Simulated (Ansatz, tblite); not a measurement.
# The cluster Li₃Br₄: one state, many levels

How do method and basis change the picture of the cluster Li₃Br₄ (doublet)?

Program: Ansatz 0.2.0, Gaussian basis. Level of theory: as each input shows. These are calculated values, not measurements.

Plan: GFN1-xTB, GFN2-xTB, PBE-D4/def2-TZVP, r2SCAN-D4/def2-TZVP, LC-ωPBE/def2-TZVP, PBE-D4/def2-SVP, PBE0-D4/def2-SVP, MP2/def2-TZVP, RPA/def2-TZVP.

11 further runs of the same task are left out: 8 that didn't finish, 3 set aside as unsound or not needed.

## 1. The structure

The doublet was relaxed beforehand with r2SCAN-D4/def2-SVP. At that level it is the lowest of the isomers that a small search found.

7 atoms, charge 0, spin multiplicity 2.

Bond lengths: Li1–Br5 2.565 Å, Li1–Br6 2.564 Å, Li1–Br7 2.353 Å, Li2–Br4 2.353 Å, Li2–Br5 2.563 Å, Li2–Br6 2.565 Å, Li3–Br4 2.350 Å, Li3–Br7 2.349 Å. Angles: Br5–Li1–Br6 69.7°, Br5–Li1–Br7 129.8°, Br6–Li1–Br7 129.5°, Br4–Li2–Br5 130.1°, Br4–Li2–Br6 129.2°, Br5–Li2–Br6 69.7°, Br4–Li3–Br7 142.4°, Li2–Br4–Li3 95.2°, Li1–Br5–Li2 81.3°, Li1–Br6–Li2 81.3°, Li1–Br7–Li3 95.2°.

Geometry (Å):

```
Li    1.6271    0.1791   -0.7972
Li   -0.5366   -0.6888    1.5969
Li   -1.7513    0.8189   -1.2858
Br   -2.6212   -0.0364    0.7224
Br    1.3696   -2.0130    0.5089
Br    1.6556    0.6362    1.7256
Br    0.2568    1.1040   -2.4709
```

PBE0-D4/def2-TZVP was run before; its log isn't repeated, and its numbers join the tables.

## 2. GFN1-xTB

Tight binding, by tblite at 300 K electronic temperature and without a spin-polarisation term:

```python
tblite.interface.Calculator('GFN1-xTB', numbers, positions, charge=0, uhf=1).singlepoint()
```

Energy -458.0531 eV; 0.01 s.

## 3. GFN2-xTB

Tight binding, by tblite at 300 K electronic temperature and without a spin-polarisation term:

```python
tblite.interface.Calculator('GFN2-xTB', numbers, positions, charge=0, uhf=1).singlepoint()
```

Energy -475.3134 eV; 0.016 s.

## 4. PBE-D4/def2-TZVP

start.molden holds the orbitals of an earlier run on this state, given as this run's starting guess.

Contents of in.yaml:

```yaml
crystal:
  periodic: [false, false, false]
  atoms:
    - {symbol: Li, position_ang: [1.627114, 0.179127, -0.797157]}
    - {symbol: Li, position_ang: [-0.536625, -0.688833, 1.596884]}
    - {symbol: Li, position_ang: [-1.751261, 0.818888, -1.285789]}
    - {symbol: Br, position_ang: [-2.621176, -0.036362, 0.722394]}
    - {symbol: Br, position_ang: [1.369564, -2.013013, 0.508942]}
    - {symbol: Br, position_ang: [1.655573, 0.636176, 1.725604]}
    - {symbol: Br, position_ang: [0.256800, 1.104018, -2.470878]}
basis:
  gaussian: {orbitals: def2-TZVP, initial_orbitals: start.molden}
magnetization: {spin_polarized: true, initial_magnetization: 1}
hamiltonian: {xc: pbe, dispersion: d4}
scf: {omitted_lower_state_checks: [starts]}
output: {forces: true, orbitals: {seedname: orbitals}}
```

The run is started by

```console
$ ansatz run in.yaml --threads 4 --pin off --events-out ev --progress --plain --max-ram 4787MiB
```

After this run come: r2SCAN-D4/def2-TZVP; LC-ωPBE/def2-TZVP; PBE-D4/def2-SVP; PBE0-D4/def2-SVP; MP2/def2-TZVP; RPA/def2-TZVP.

**Question.** What will the summary of the whole plan be? Wanted: gap in def2-TZVP, named functionals, smallest and largest; correlation energy, MP2/def2-TZVP; binding an atom, functionals in def2-TZVP; ⟨S²⟩ in def2-TZVP, named functionals, smallest and largest; PBE0 total energy, smallest basis above largest.

The runs gave:

```
                                                  quantity                                  value
 gap in def2-TZVP, named functionals, smallest and largest    0.58 eV (PBE-D4), 7.39 eV (LC-ωPBE)
                         correlation energy, MP2/def2-TZVP                              -33.16 eV
                 binding an atom, functionals in def2-TZVP  2.41 (LC-ωPBE) to 2.56 eV (r2SCAN-D4)
⟨S²⟩ in def2-TZVP, named functionals, smallest and largest                           0.752, 0.759
           PBE0 total energy, smallest basis above largest         34.16 eV (def2-SVP, def2-TZVP)
```

What this shows: Over the named functionals in def2-TZVP the gap runs from 0.58 eV (PBE-D4) to 7.39 eV (LC-ωPBE); exact exchange widens it. Over the named functionals in def2-TZVP spin contamination reaches 0.01 (LC-ωPBE), which is small.
